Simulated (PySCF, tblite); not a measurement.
# C₇H₃F₃N₂Se: excited states

Aim: compute the excited states of C₇H₃F₃N₂Se (`FC(F)(F)c1ccc2n[se]nc2c1`).

Computed with tblite 0.8.0 and PySCF 2.14.0 and routines of our own; the level stands in each step. Atoms count from 0.

## Step 1: The system as given

16 atoms, charge 0, multiplicity 1; geometry from: force field or distance geometry start.

## Step 2: Relaxing the molecule with GFN2-xTB

What the job is given:

```
{"job": {"kind": "relax", "xc": "GFN2-xTB", "basis": "xTB"}, "charge": 0, "multiplicity": 1}
F     -2.999000     0.644800     1.039400
C     -2.435200    -0.222300     0.122600
F     -2.741300    -1.515000     0.515800
F     -3.060200     0.050700    -1.086600
C     -0.969000    -0.008200     0.033600
C     -0.480400     1.203100    -0.359900
C      0.872100     1.398800    -0.455400
C      1.781300     0.353500    -0.151000
N      3.105200     0.451700    -0.221700
Se     3.918500    -1.149000     0.250300
N      2.203400    -1.776500     0.481500
C      1.297200    -0.840900     0.222100
C     -0.103700    -1.024900     0.325200
H     -1.117500     2.032900    -0.596800
H      1.232700     2.375800    -0.756600
H     -0.511800    -1.965600     0.626100
```

The run is started by

```console
OMP_NUM_THREADS=1 python excited_run.py task.json out
```

The driver reads the jobs from task.json and runs them one after another.

The log of the run:

```text
step      E/eV     max force
  0   -1080.52020    4.171
  1   -1081.02922    2.357
  2   -1081.19879    0.863
  3   -1081.25579    0.482
  4   -1081.27459    0.327
  5   -1081.28970    0.251
  6   -1081.29644    0.167
  7   -1081.30082    0.135
  8   -1081.30285    0.097
  9   -1081.30380    0.063
 10   -1081.30439    0.069
 11   -1081.30498    0.071
 12   -1081.30552    0.072
 13   -1081.30595    0.063
 14   -1081.30630    0.063
 15   -1081.30664    0.070
 16   -1081.30704    0.065
 17   -1081.30744    0.045
 18   -1081.30774    0.039
 19   -1081.30795    0.035
 20   -1081.30812    0.035
 21   -1081.30827    0.027
 22   -1081.30835    0.018
 23   -1081.30839    0.011
 24   -1081.30840    0.006
```

Wall time 0.19 s (1 thread of Arm Neoverse V2, shared host).

Relaxation path:

```
step  energy from step 0 (eV)  largest force (eV/Å)
   0                   0.0000                4.1710
   1                  -0.5090                2.3573
   2                  -0.6786                0.8631
   3                  -0.7356                0.4822
   4                  -0.7544                0.3275
   5                  -0.7695                0.2507
   6                  -0.7762                0.1671
   7                  -0.7806                0.1353
   8                  -0.7827                0.0966
   9                  -0.7836                0.0632
  10                  -0.7842                0.0686
  11                  -0.7848                0.0710
  12                  -0.7853                0.0718
  13                  -0.7858                0.0628
  14                  -0.7861                0.0632
  15                  -0.7864                0.0700
  16                  -0.7868                0.0652
  17                  -0.7872                0.0455
  18                  -0.7875                0.0391
  19                  -0.7877                0.0351
  20                  -0.7879                0.0355
  21                  -0.7881                0.0274
  22                  -0.7882                0.0182
  23                  -0.7882                0.0108
  24                  -0.7882                0.0061
```

Distances of close pairs at the start and the end, largest changes first:

```
   bond  before (Å)  after (Å)  change (Å)
 N8–Se9       1.856      1.746      -0.111
 C7–C11       1.342      1.444      +0.102
Se9–N10       1.841      1.744      -0.097
  C4–C5       1.364      1.418      +0.054
  C1–F2       1.385      1.338      -0.048
  C1–F3       1.388      1.346      -0.043
  F0–C1       1.382      1.346      -0.036
  C1–C4       1.484      1.503      +0.019
```

The next job starts from the end point, and lists it.

## Step 3: Vibrational analysis with GFN2-xTB

What the job is given:

```
{"job": {"kind": "ir", "xc": "GFN2-xTB", "basis": "xTB"}, "charge": 0, "multiplicity": 1}
F     -2.973552     0.642898     1.012805
C     -2.428650    -0.209017     0.124547
F     -2.817688    -1.436369     0.487211
F     -3.029222     0.051121    -1.051348
C     -0.935571    -0.054360     0.040197
C     -0.444987     1.213899    -0.361385
C      0.893239     1.447729    -0.467219
C      1.789317     0.400071    -0.168654
N      3.114373     0.472094    -0.227444
Se     3.787151    -1.072891     0.229413
N      2.221424    -1.793038     0.494801
C      1.282193    -0.887975     0.241563
C     -0.107277    -1.099624     0.341907
H     -1.158638     1.992492    -0.583393
H      1.283550     2.404952    -0.771507
H     -0.483260    -2.063039     0.647094
```

The log of the run:

```text
mode    cm-1     km/mol
  1      15.5      0.22
  2      71.0      0.50
  3     131.6      1.18
  4     167.4      3.35
  5     212.1      0.01
  6     241.3      6.03
  7     302.4      3.13
  8     346.3     16.05
  9     387.5      0.91
 10     394.3     18.37
 11     422.6      4.13
 12     471.7     14.56
 13     478.2      2.51
 14     519.2      1.44
 15     583.7      4.11
 16     592.2     26.82
 17     628.5     10.15
 18     698.3     41.78
 19     721.8     21.19
 20     724.4      0.22
 21     774.4     49.21
 22     819.8     46.62
 23     847.3      2.60
 24     872.1      3.97
 25     910.7      0.29
 26     912.5     34.68
 27    1034.6    316.83
 28    1053.0    108.15
 29    1073.7    236.79
 30    1148.6      0.41
 31    1198.6    156.11
 32    1222.8    110.72
 33    1295.0      5.23
 34    1325.9      6.15
 35    1331.3      1.53
 36    1429.4     43.55
 37    1481.2     19.66
 38    1519.8      4.24
 39    1598.5      9.85
 40    3100.5      1.76
 41    3112.0      0.20
 42    3117.5      5.23
```

Wall time 0.64 s (1 thread of Arm Neoverse V2, shared host).

Which atoms move in the most intense modes:

```
cm⁻¹  km/mol                                 atoms
 774    49.2                     N10 45 %, N8 45 %
 820    46.6          H14 27 %, H13 24 %, H15 13 %
1035   316.8             C1 74 %, F0 13 %, F3 11 %
1053   108.2  C1 21 %, H15 18 %, H14 14 %, C4 13 %
1074   236.8                      C1 73 %, F2 16 %
1199   156.1                     H15 46 %, C1 25 %
1223   110.7  H14 25 %, C1 17 %, H13 12 %, C7 12 %
1429    43.5           C6 32 %, C12 20 %, C11 15 %
```

## Step 4: Excited states: TDA CAM-B3LYP/def2-SVP

The job, as its differences from that of step 3:

```diff
@@ -1,2 +1,2 @@
-{"job": {"kind": "ir", "xc": "GFN2-xTB", "basis": "xTB"}, "charge": 0, "multiplicity": 1}
+{"job": {"kind": "states", "xc": "CAM-B3LYP", "basis": "def2-SVP", "tda": true, "soc": true, "nstates": 5, "ntriplets": 6, "nquad": 4}, "charge": 0, "multiplicity": 1}
 F     -2.973552     0.642898     1.012805
```

With the program's defaults for keys left out, this is: TDA CAM-B3LYP/def2-SVP excited states, vertical, gas phase, spin-orbit mean-field couplings.

The log of the run:

```text
coarse grid: 77152 points
cycle   1  E = -3077.9679632014  dE =  2.170e+00  |g| = 1.044e+00  |ddm| = 5.665e+00
cycle   2  E = -3077.9047513836  dE =  6.321e-02  |g| = 1.291e+00  |ddm| = 2.061e+00
cycle   3  E = -3078.1740989709  dE = -2.693e-01  |g| = 8.574e-02  |ddm| = 1.090e+00
cycle   4  E = -3078.1752402692  dE = -1.141e-03  |g| = 5.387e-02  |ddm| = 1.604e-01
cycle   5  E = -3078.1760026717  dE = -7.624e-04  |g| = 1.359e-02  |ddm| = 8.171e-02
cycle   6  E = -3078.1760562903  dE = -5.362e-05  |g| = 5.128e-03  |ddm| = 2.055e-02
cycle   7  E = -3078.1760645286  dE = -8.238e-06  |g| = 2.504e-03  |ddm| = 8.439e-03
final grid: 164448 points
cycle   8  E = -3078.1760138139  dE =  1.382e-06  |g| = 4.562e-03  |ddm| = 7.761e-03
cycle   9  E = -3078.1759995117  dE =  1.430e-05  |g| = 9.168e-03  |ddm| = 1.329e-02
cycle  10  E = -3078.1760190666  dE = -1.955e-05  |g| = 2.994e-04  |ddm| = 8.825e-03
cycle  11  E = -3078.1760191392  dE = -7.263e-08  |g| = 2.192e-04  |ddm| = 7.265e-04
cycle  12  E = -3078.1760191791  dE = -3.986e-08  |g| = 5.958e-05  |ddm| = 7.955e-04
cycle  13  E = -3078.1760191802  dE = -1.171e-09  |g| = 9.371e-06  |ddm| = 1.228e-04
cycle  14  E = -3078.1760191802  dE =  1.819e-12  |g| = 3.464e-06  |ddm| = 1.380e-05
converged SCF energy = -3078.1760191802

Singlet excitations
state   eV       nm        f     d(h-e)  d(exc)  Lambda  PR(NTO)  |dmu|/D   mu/D   main configurations
  1   4.1528   298.6   0.00000   0.450   2.774   0.479   1.014    1.210    3.449   H-2->L 0.95
  2   4.3486   285.1   0.08485   1.170   3.390   0.800   1.157    2.680    1.577   H->L 0.92
  3   4.6851   264.6   0.31755   0.157   3.187   0.690   1.417    0.185    2.430   H-1->L 0.83, H->L+2 0.11
  4   4.9660   249.7   0.00112   0.163   2.873   0.552   1.048    0.574    2.860   H-3->L 0.95
  5   5.9109   209.8   0.00002   1.276   2.969   0.447   1.004                     H-1->L+1 0.91

Triplet excitations (Tamm-Dancoff)
state   eV     d(h-e)  d(exc)  Lambda  PR(NTO)   main configurations
  1   2.4563   0.570   3.004   0.811   1.127   H->L 0.92
  2   3.1638   0.097   3.119   0.693   1.029   H-1->L 0.97
  3   3.4953   0.324   2.644   0.475   1.042   H-2->L 0.90
  4   4.2772   0.158   2.382   0.784   2.067   H-4->L 0.55, H->L+3 0.37
  5   4.4298   0.166   2.720   0.544   1.110   H-3->L 0.88
  6   4.7948   0.185   2.647   0.747   1.788   H->L+2 0.63, H-5->L 0.21
S1 - T1 = 1.6966 eV

Spin-orbit couplings |<S|Hso|T>| (cm-1)
             T1       T2       T3       T4       T5       T6
S0        1.125    0.825  222.698    0.983  220.407    0.578
S1        7.065  205.276    1.210    1.875  107.185   63.386
S2        0.055    1.324   45.788    0.248   31.057    0.374
S3        0.200    0.946  227.528    0.930  236.620    0.403
S4       13.100  258.371  109.701    7.913    1.154   85.225
S5       48.664  318.456    2.642   15.981    6.021   54.583
T1 sublevels (cm-1): 0.000 0.086 0.086   radiative rates (1/s): 23.2 0.00279 0.0747
```

It took 70 s on 1 thread of Arm Neoverse V2, shared host; peak memory 1.2 GiB.

Key values:

```
  quantity    value
S1 less T1  1.70 eV
```

## Step 5: What came out

```
                                   quantity                  value
  strongest single infrared mode (GFN2-xTB)  1035 cm⁻¹, 317 km/mol
               zero-point energy (GFN2-xTB)          56.2 kcal/mol
S1 less T1 (step 4, TDA CAM-B3LYP/def2-SVP)                1.70 eV
```

All 42 modes are real, so the xTB geometry is a minimum. The strongest single mode, at 1035 cm⁻¹, moves mainly C1. Unscaled tight-binding wavenumbers are off by several per cent, some by more. Its intensities can rank the bands wrongly. Scalar relativity is left out for the heavy atoms. In step 4, the number of triplets below S1 is 3, and the largest singlet-triplet spin-orbit coupling is S5–T2, 318.46 cm⁻¹.
